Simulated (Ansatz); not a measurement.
What does this script print? It uses the Python package of Ansatz (0.2.0).

The script, `torsion.py`:
```python
"""Rigid torsion scan of BFH5NOSi."""

import ansatz as az
from ase import Atoms


def main() -> None:
    atoms = Atoms(["O", "B", "F", "N", "Si", "H", "H", "H", "H", "H"], positions=[
        (-1.9046, 0.9817, 1.0462),
        (-0.5655, 0.9462, 0.5984),
        (0.4587, 1.4074, 1.4658),
        (-0.1605, 0.4712, -0.8092),
        (0.7833, -1.0156, -0.6778),
        (-2.1309, 0.1653, 1.4573),
        (0.3732, 1.2007, -1.2586),
        (1.1605, -1.4813, -2.0105),
        (0.0449, -2.0379, 0.1038),
        (2.024, -0.6888, 0.0876),
    ])

    # relax first, so that the scan starts from a minimum
    first = (
        az.Crystal.molecule_from_ase(atoms).calculation()
        .basis(gaussian="cc-pVDZ")
        .functional("pbe", dispersion="d3bj")
        .scf(lower_state_search="light")
        .relax(force_tolerance=0.02, max_steps=80)
    )
    atoms.positions = first.run(threads=1, backend="cpu").report["positions_ang"]

    start = atoms.get_dihedral(4, 3, 1, 0)
    energies = {}
    for turn in range(0, 360, 30):
        turned = atoms.copy()
        turned.set_dihedral(4, 3, 1, 0, start + turn, indices=[0, 1, 2, 5])
        calc = (
            az.Crystal.molecule_from_ase(turned).calculation()
            .basis(gaussian="cc-pVDZ")
            .functional("pbe", dispersion="d3bj")
            .scf(lower_state_search="light")
        )
        energies[round((start + turn) % 360)] = calc.run(threads=1, backend="cpu").report["free_energy_ev"]
    floor = min(energies.values())
    print("dihedral Si4-N3-B1-O0 (deg)   E - E(min) (kJ/mol)")
    for angle, e in sorted(energies.items()):
        print(f"{angle:8d} {96.485332 * (e - floor):14.3f}  " + "#" * int(30 * (e - floor) / max(max(energies.values()) - floor, 1e-9)))


if __name__ == "__main__":
    main()
```

Output of `python torsion.py`:
```text
dihedral Si4-N3-B1-O0 (deg)   E - E(min) (kJ/mol)
       0          0.000
      30         14.581  ######
      60         45.349  #####################
      90         62.787  #############################
     120         47.084  ######################
     150         16.351  #######
     180          1.543
     210         16.334  #######
     240         47.043  ######################
     270         62.789  ##############################
     300         45.383  #####################
     330         14.583  ######
```

Reading the output:
- These settings explore the input space; basis and method may be short of convergence.
- The scan is rigid and the energies are electronic, in a modest basis. With rigid groups the curve can differ much from the relaxed path, the start wasn't checked as a minimum of this torsion, and equivalent turns needn't return to the same energy.
- Wall time of the script: 48 s on 1 thread of AMD EPYC 9R45 96-Core Processor (Zen 5), with other jobs on the host, peak memory 0.26 GiB.

(Lines on the test bed's own set-up are left out of the output.)
